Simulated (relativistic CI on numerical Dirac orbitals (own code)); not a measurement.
**Mo³⁺: one ion under different settings**

How much do the settings matter for Mo³⁺? One ion, several inputs.

Program: relativistic CI on numerical Dirac orbitals (own code) version 3. Level of theory: Dirac-Coulomb-Breit CI, KLI orbitals optimised for each configuration, model QED (radiative potential, 1s self-energy scaled to tabulated hydrogen-like ionisation energies), numerical settings as typed. These are calculated values, not measurements, unless marked.

### 1 The atom as given

| Quantity | Value |
| --- | --- |
| ion | Mo³⁺ (Mo IV) |
| nuclear charge | 42 |
| electrons | 39 |
| isotope | A = 98 |

### 2 The usual input

Settings of the run:

```ini
atom Mo  Z=42  charge=3  electrons=39
nucleus A=98  rms_radius_fm=4.4091
hamiltonian dirac-coulomb  breit=on  qed=on  c_scale=1
orbitals kli  potential=per-configuration
slater_scale 1
correlation none
mixing on
grid step=0.0125 r_max=50.3
scf mixing=0.4 start=green max_iterations=150 tolerance=2e-08 node_fill=0.05
configurations
  [Kr] 4d3
  [Kr] 4d2 5s
end
```

On the command line:

```bash
> python run_levels.py task.json out
```

One command runs all members of the session, one after another, from task.json.

### 3 Start potential previous, Slater scale 0.5, Breit term off

Settings of the run:

```ini
atom Mo  Z=42  charge=3  electrons=39
nucleus A=98  rms_radius_fm=4.4091
hamiltonian dirac-coulomb  breit=off  qed=on  c_scale=1
orbitals kli  potential=per-configuration
slater_scale 0.5
correlation none
mixing on
grid step=0.0125 r_max=50.3
scf mixing=0.4 start=previous max_iterations=150 tolerance=2e-08 node_fill=0.05
configurations
  [Kr] 4d3
  [Kr] 4d2 5s
end
```

### 4 End of the grid 150.9

Settings of the run:

```ini
atom Mo  Z=42  charge=3  electrons=39
nucleus A=98  rms_radius_fm=4.4091
hamiltonian dirac-coulomb  breit=on  qed=on  c_scale=1
orbitals kli  potential=per-configuration
slater_scale 1
correlation none
mixing on
grid step=0.0125 r_max=150.9
scf mixing=0.4 start=green max_iterations=150 tolerance=2e-08 node_fill=0.05
configurations
  [Kr] 4d3
  [Kr] 4d2 5s
end
```

### 5 Speed-of-light factor 1.25, start potential bare

Settings of the run:

```ini
atom Mo  Z=42  charge=3  electrons=39
nucleus A=98  rms_radius_fm=4.4091
hamiltonian dirac-coulomb  breit=on  qed=on  c_scale=1.25
orbitals kli  potential=per-configuration
slater_scale 1
correlation none
mixing on
grid step=0.0125 r_max=50.3
scf mixing=0.4 start=bare max_iterations=150 tolerance=2e-08 node_fill=0.05
configurations
  [Kr] 4d3
  [Kr] 4d2 5s
end
```

### 6 Start potential previous

Settings of the run:

```ini
atom Mo  Z=42  charge=3  electrons=39
nucleus A=98  rms_radius_fm=4.4091
hamiltonian dirac-coulomb  breit=on  qed=on  c_scale=1
orbitals kli  potential=per-configuration
slater_scale 1
correlation none
mixing on
grid step=0.0125 r_max=50.3
scf mixing=0.4 start=previous max_iterations=150 tolerance=2e-08 node_fill=0.05
configurations
  [Kr] 4d3
  [Kr] 4d2 5s
end
```

### 7 Tolerance 0.3

Changes to the settings of step 6:

```diff
@@ -8,3 +8,3 @@
 grid step=0.0125 r_max=50.3
-scf mixing=0.4 start=previous max_iterations=150 tolerance=2e-08 node_fill=0.05
+scf mixing=0.4 start=green max_iterations=62 tolerance=0.3 node_fill=0.05
 configurations
```

(Steps that only read results are left out.)

Before running it: what results should come out? Wanted: lowest level, usual settings; total energy; first excitation.

**Answer**, as computed:

| setting | total energy less usual (Ha) | largest shift of a level among the lowest eight of both runs, same label and place (cm⁻¹) | SCF iterations | time | lowest level | kind of change |
| --- | --- | --- | --- | --- | --- | --- |
| usual | 0 | 0 | 22 | 0.12 s | 4d3 4F3/2 | - |
| start potential previous, Slater scale 0.5, Breit term off | -2.39 | 6300 | 21 | 0.084 s | 4d3 4F3/2 | model term |
| end of the grid 150.9 | 0 | 0 | 22 | 0.1 s | 4d3 4F3/2 | numerical |
| speed-of-light factor 1.25, start potential bare | 25.6 | 935 | 35 | 0.14 s | 4d3 4F3/2 | unphysical constant |
| start potential previous | 0 | 0 | 21 | 0.09 s | 4d3 4F3/2 | numerical |
| tolerance 0.3 | 0.0501 | 298 | 6 | 0.064 s | 4d3 4F3/2 | unsound |

| quantity | value |
| --- | --- |
| lowest level, usual settings | 4d3 4F3/2 |
| total energy | -4041.5221 Ha |
| first excitation | 701.5 cm⁻¹ |

Among the runs whose levels can be followed, they move most under «start potential previous, Slater scale 0.5, Breit term off» (model term), by up to 6300 cm⁻¹. No visible change in the result comes from «end of the grid 150.9» or «start potential previous». «Speed-of-light factor 1.25, start potential bare» costs 35 SCF iterations against 22. Only the listed configurations are in the model. In a near-neutral ion this small CI can misplace whole configurations by 10,000 cm⁻¹ or more.
